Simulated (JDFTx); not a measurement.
# TiNi (P4/mmm) in JDFTx: reference runs

Reference runs on TiNi: the cell as given.

Everything below comes from runs of JDFTx 1.7.0 (patched build). Logs are shortened: lines on timing, memory, paths and dates and some standing lists are left out, and cuts for length are marked. The log counts tension as positive stress, the text compression.

### Step 1. Starting point

It takes space group P4/mmm (No. 123, tetragonal). Conventional cell: a = 2.736 Å, b = 2.736 Å, c = 3.581 Å, α = 90.00°, β = 90.00°, γ = 90.00°. Around Ni (site symmetry 4/mmm) lie 8 Ti at 2.64 Å and 4 Ni at 2.74 Å. Around Ti (site symmetry 4/mmm) lie 8 Ni at 2.64 Å and 4 Ti at 2.74 Å.

The cell comes from a database or a generator and needn't be the stable form of this composition.

### Step 2. Single point, PBEsol, collinear spin, ferromagnetic start

TiNi.in

```
lattice \
    5.1699184009     0.0000000000     0.0000000000 \
    0.0000000000     5.1699184009     0.0000000000 \
    0.0000000000     0.0000000000     6.7678840400
coords-type Lattice
ion Ni     0.0000000000     0.0000000000     0.0000000000 1
ion Ti     0.5000000000     0.5000000000     0.5000000000 1

ion-species pseudo/Ni.upf
ion-species pseudo/Ti.upf
elec-cutoff 49 392
elec-ex-corr gga-PBEsol
kpoint-folding 10 10 8
elec-smearing Fermi 0.0018374661
elec-n-bands 23
spintype z-spin
initial-magnetic-moments Ni 1 Ti 1
elec-initial-magnetization 2 no
electronic-SCF nIterations 100 energyDiffThreshold 1e-09
electronic-minimize nIterations 30 energyDiffThreshold 1e-7
converge-empty-states yes
forces-output-coords Cartesian

dump-name run.$VAR
dump End Ecomponents EigStats BandEigs Kpoints Forces Stress
```

Potentials or basis: PseudoDojo-SR-PBEsol-0.4.1-standard with smoothed tails.

Launch:

```console
$ jdftx -c 1 -i TiNi.in -o TiNi.out
```

Output:

```text
*************** JDFTx 1.7.0 (patched build) ***************

Input parsed successfully to the following command list (including defaults):
[... the input with its defaults ...]

---------- Setting up symmetries ----------

Found 16 point-group symmetries of the bravais lattice
Found 16 space-group symmetries with basis
Applied RMS atom displacement 0 bohrs to make symmetries exact.

---------- Initializing the Grid ----------
R =
[      5.16992            0            0  ]
[            0      5.16992            0  ]
[            0            0      6.76788  ]
unit cell volume = 180.892
G =
[    1.21534          0          0  ]
[          0    1.21534          0  ]
[          0          0   0.928383  ]
Minimum fftbox size, Smin = [  48  48  64  ]
Chosen fftbox size, S = [  48  48  64  ]

---------- Initializing tighter grid for wavefunction operations ----------
R =
[      5.16992            0            0  ]
[            0      5.16992            0  ]
[            0            0      6.76788  ]
unit cell volume = 180.892
G =
[    1.21534          0          0  ]
[          0    1.21534          0  ]
[          0          0   0.928383  ]
Minimum fftbox size, Smin = [  36  36  44  ]
Chosen fftbox size, S = [  36  36  48  ]

---------- Exchange Correlation functional ----------
Initalized PBEsol GGA exchange.
Initalized PBEsol GGA correlation.

---------- Setting up pseudopotentials ----------
Width of ionic core gaussian charges (only for fluid interactions / plotting) set to 0

Reading pseudopotential file 'pseudo/Ni.upf':
  'Ni' pseudopotential, 'PBESOL' functional
  Generated using ONCVPSP code by D. R. Hamann
  18 valence electrons, 4 orbitals, 6 projectors, 1001 radial grid points, with lMax = 2
    3S    l: 0   occupation:  2.0   eigenvalue: -4.070998
    3P    l: 1   occupation:  6.0   eigenvalue: -2.618562
    3D    l: 2   occupation:  8.0   eigenvalue: -0.327098
    4S    l: 0   occupation:  2.0   eigenvalue: -0.208097
  Core radius for overlap checks: 1.60 bohrs.

Reading pseudopotential file 'pseudo/Ti.upf':
  'Ti' pseudopotential, 'PBESOL' functional
  Generated using ONCVPSP code by D. R. Hamann
  12 valence electrons, 4 orbitals, 6 projectors, 1001 radial grid points, with lMax = 2
    3S    l: 0   occupation:  2.0   eigenvalue: -2.295026
    3P    l: 1   occupation:  6.0   eigenvalue: -1.424955
    3D    l: 2   occupation:  2.0   eigenvalue: -0.157121
    4S    l: 0   occupation:  2.0   eigenvalue: -0.164537
  Core radius for overlap checks: 1.61 bohrs.

Initialized 2 species with 2 total atoms.

Folded 1 k-points by 10x10x8 to 800 k-points.

---------- Setting up k-points, bands, fillings ----------
Reduced to 105 k-points under symmetry.
Computing the number of bands and number of electrons
Calculating initial fillings.
nElectrons:  30.000000   nBands: 23   nStates: 210

----- Setting up reduced wavefunction bases (one per k-point) -----
average nbasis = 2963.304 , ideal nbasis = 2963.524

---------- Setting up ewald sum ----------
Optimum gaussian width for ewald sums = 2.010073 bohr.
Real space sum over 1089 unit cells with max indices [  5  5  4  ]
Reciprocal space sum over 1815 terms with max indices [  5  5  7  ]

---------- Allocating electronic variables ----------
Initializing wave functions:  linear combination of atomic orbitals
Note: number of bands (23) exceeds available atomic orbitals (20)
Ni (M=1) pseudo-atom majority spin occupations:   s ( 1 0.5 )  p ( 3 )  d ( 5 )
Ni (M=1) pseudo-atom minority spin occupations:   s ( 1 0 )  p ( 3 )  d ( 4.5 )
Ti (M=1) pseudo-atom majority spin occupations:   s ( 1 1 )  p ( 3 )  d ( 1.5 )
Ti (M=1) pseudo-atom minority spin occupations:   s ( 1 1 )  p ( 3 )  d ( 0.5 )
	FillingsUpdate:  mu: +0.885938752  nElectrons: 30.000000  magneticMoment: [ Abs: 0.08712  Tot: +0.03400 ]
LCAOMinimize: Iter:   0  F: -201.8530733727974109  |grad|_K:  1.155e-02  alpha:  1.000e+00
	FillingsUpdate:  mu: +0.852206993  nElectrons: 30.000000  magneticMoment: [ Abs: 0.08990  Tot: +0.06192 ]
LCAOMinimize: Iter:   1  F: -213.4809276128268607  |grad|_K:  2.024e-02  alpha:  2.418e-01  linmin: -7.808e-02  cgtest:  3.268e-01
	FillingsUpdate:  mu: +0.841085611  nElectrons: 30.000000  magneticMoment: [ Abs: 0.20071  Tot: +0.19996 ]
[... 65 lines of inner loops ...]
LCAOMinimize: Iter:  26  F: -222.3024594893581991  |grad|_K:  9.408e-06  alpha:  6.238e-01  linmin:  6.294e-06  cgtest:  4.215e-03
	FillingsUpdate:  mu: +0.638208434  nElectrons: 30.000000  magneticMoment: [ Abs: 0.09615  Tot: -0.07196 ]
LCAOMinimize: Iter:  27  F: -222.3024600297655979  |grad|_K:  1.840e-06  alpha:  1.096e-01  linmin: -1.441e-03  cgtest:  3.340e-03
LCAOMinimize: Converged (|Delta F|<1.000000e-06 for 2 iters).

-------- Electronic minimization -----------
Will mix electronic density at each iteration.
	FillingsUpdate:  mu: +0.638208434  nElectrons: 30.000000  magneticMoment: [ Abs: 0.09615  Tot: -0.07196 ]
	FillingsUpdate:  mu: +0.631611613  nElectrons: 30.000000  magneticMoment: [ Abs: 0.09615  Tot: -0.07196 ]
SCF: Cycle:  0   F: -222.290425574230710   dF: +1.203e-02   |Residual|: 3.161e-01   |deigs|: 5.655e-02
	FillingsUpdate:  mu: +0.597300371  nElectrons: 30.000000  magneticMoment: [ Abs: 0.07171  Tot: -0.05088 ]
SCF: Cycle:  1   F: -221.951835387862957   dF: +3.386e-01   |Residual|: 4.621e-01   |deigs|: 8.005e-02
	FillingsUpdate:  mu: +0.596427612  nElectrons: 30.000000  magneticMoment: [ Abs: 0.06174  Tot: -0.04844 ]
SCF: Cycle:  2   F: -222.341641345271228   dF: -3.898e-01   |Residual|: 1.543e-01   |deigs|: 5.782e-02
	FillingsUpdate:  mu: +0.595306002  nElectrons: 30.000000  magneticMoment: [ Abs: 0.05194  Tot: -0.04587 ]
SCF: Cycle:  3   F: -222.385074260232045   dF: -4.343e-02   |Residual|: 5.575e-02   |deigs|: 1.311e-02
	FillingsUpdate:  mu: +0.595141106  nElectrons: 30.000000  magneticMoment: [ Abs: 0.04676  Tot: -0.04193 ]
SCF: Cycle:  4   F: -222.392688461816221   dF: -7.614e-03   |Residual|: 1.698e-02   |deigs|: 2.838e-03
	FillingsUpdate:  mu: +0.595057231  nElectrons: 30.000000  magneticMoment: [ Abs: 0.03592  Tot: -0.03506 ]
SCF: Cycle:  5   F: -222.393291451279055   dF: -6.030e-04   |Residual|: 8.194e-03   |deigs|: 1.411e-03
	FillingsUpdate:  mu: +0.595020982  nElectrons: 30.000000  magneticMoment: [ Abs: 0.03381  Tot: -0.03334 ]
SCF: Cycle:  6   F: -222.393412412506734   dF: -1.210e-04   |Residual|: 3.618e-03   |deigs|: 2.905e-04
	FillingsUpdate:  mu: +0.595019098  nElectrons: 30.000000  magneticMoment: [ Abs: 0.02912  Tot: -0.02888 ]
SCF: Cycle:  7   F: -222.393441364466298   dF: -2.895e-05   |Residual|: 5.172e-04   |deigs|: 2.002e-04
	FillingsUpdate:  mu: +0.595031671  nElectrons: 30.000000  magneticMoment: [ Abs: 0.02565  Tot: -0.02548 ]
SCF: Cycle:  8   F: -222.393441823220343   dF: -4.588e-07   |Residual|: 3.680e-04   |deigs|: 3.562e-05
	FillingsUpdate:  mu: +0.595043547  nElectrons: 30.000000  magneticMoment: [ Abs: 0.01889  Tot: -0.01875 ]
SCF: Cycle:  9   F: -222.393441934300625   dF: -1.111e-07   |Residual|: 4.114e-04   |deigs|: 6.275e-05
	FillingsUpdate:  mu: +0.595040702  nElectrons: 30.000000  magneticMoment: [ Abs: 0.01081  Tot: -0.01064 ]
SCF: Cycle: 10   F: -222.393442286573986   dF: -3.523e-07   |Residual|: 2.419e-04   |deigs|: 7.173e-05
	FillingsUpdate:  mu: +0.595037794  nElectrons: 30.000000  magneticMoment: [ Abs: 0.00347  Tot: -0.00339 ]
SCF: Cycle: 11   F: -222.393442404772799   dF: -1.182e-07   |Residual|: 8.297e-05   |deigs|: 6.395e-05
	FillingsUpdate:  mu: +0.595039588  nElectrons: 30.000000  magneticMoment: [ Abs: 0.00044  Tot: -0.00034 ]
SCF: Cycle: 12   F: -222.393442422945384   dF: -1.817e-08   |Residual|: 4.017e-05   |deigs|: 2.793e-05
	FillingsUpdate:  mu: +0.595039910  nElectrons: 30.000000  magneticMoment: [ Abs: 0.00044  Tot: -0.00037 ]
SCF: Cycle: 13   F: -222.393442428989516   dF: -6.044e-09   |Residual|: 1.306e-05   |deigs|: 8.982e-06
	FillingsUpdate:  mu: +0.595040452  nElectrons: 30.000000  magneticMoment: [ Abs: 0.00025  Tot: -0.00020 ]
SCF: Cycle: 14   F: -222.393442430321045   dF: -1.332e-09   |Residual|: 4.385e-06   |deigs|: 8.216e-06
	FillingsUpdate:  mu: +0.595040602  nElectrons: 30.000000  magneticMoment: [ Abs: 0.00022  Tot: -0.00019 ]
SCF: Cycle: 15   F: -222.393442430846761   dF: -5.257e-10   |Residual|: 4.353e-06   |deigs|: 7.458e-06
	FillingsUpdate:  mu: +0.595040810  nElectrons: 30.000000  magneticMoment: [ Abs: 0.00007  Tot: -0.00005 ]
SCF: Cycle: 16   F: -222.393442431026131   dF: -1.794e-10   |Residual|: 2.086e-06   |deigs|: 6.971e-06
SCF: Converged (|Delta E|<1.000000e-09 for 2 iters).

Setting wave functions to eigenvectors of Hamiltonian
Converging empty states (this may take a while): |deigs|: 1.228e-04

# Stress tensor in Cartesian coordinates [Eh/a0^3]:
[  0.000181498            0            0  ]
[            0  0.000181498            0  ]
[            0            0  0.000273578  ]

# Ionic positions in lattice coordinates:
ion Ni   0.000000000000000   0.000000000000000   0.000000000000000 1
ion Ti   0.500000000000000   0.500000000000000   0.500000000000000 1

# Forces in Cartesian coordinates:
force Ni   0.000000000000000  -0.000000000000000   0.000000000000000 1
force Ti  -0.000000000000000   0.000000000000000   0.000000000000000 1

# Energy components:
   Eewald =     -147.7749731393600996
       EH =       64.7419750816066397
     Eloc =     -190.2537944270322043
      Enl =      -25.9777852418238417
      Exc =      -29.8616841654650216
 Exc_core =        4.5837300465093023
       KE =      102.1498551703651430
-------------------------------------
     Etot =     -222.3926766752001072
       TS =        0.0007657558260327
-------------------------------------
        F =     -222.3934424310261306

IonicMinimize: Iter:   0  F: -222.393442431026131  |grad|_K:  3.130e-46
IonicMinimize: Converged (|grad|_K<1.000000e-04).

#--- Lowdin population analysis ---
# oxidation-state Ni +0.282
# magnetic-moments Ni -0.000
# oxidation-state Ti +0.064
# magnetic-moments Ti -0.000

Dumping 'run.eigStats' ...
	eMin: -3.193852 at state 105 ( [ +0.000000 +0.000000 +0.000000 ] spin -1 )
	HOMO: +0.594927 at state 87 ( [ +0.300000 +0.500000 +0.250000 ] spin 1 )
	mu  : +0.595041
	LUMO: +0.595137 at state 190 ( [ +0.300000 +0.500000 +0.000000 ] spin -1 )
	eMax: +1.242847 at state 29 ( [ +0.000000 +0.500000 +0.500000 ] spin 1 )
	HOMO-LUMO gap: +0.000209
	Optical gap  : +0.005235 at state 15 ( [ +0.000000 +0.300000 +0.000000 ] spin 1 )
Done!
```

Wall time 21 min (1 thread of Intel Xeon Platinum 8488C (Sapphire Rapids), shared host); peak memory 0.62 GiB.

Results:

```yaml
Free_energy: -6051.6339 eV
Pressure: -6.2 GPa
Band_gap_on_the_k_mesh: none (metal or under the smearing width)
Net_moment: 0.00 μB per cell
Absolute_moment: 0.00 μB per cell
```

Stress tensor (GPa, compression positive):
```
-5.34  0.00  0.00
 0.00 -5.34  0.00
 0.00  0.00 -8.05
```
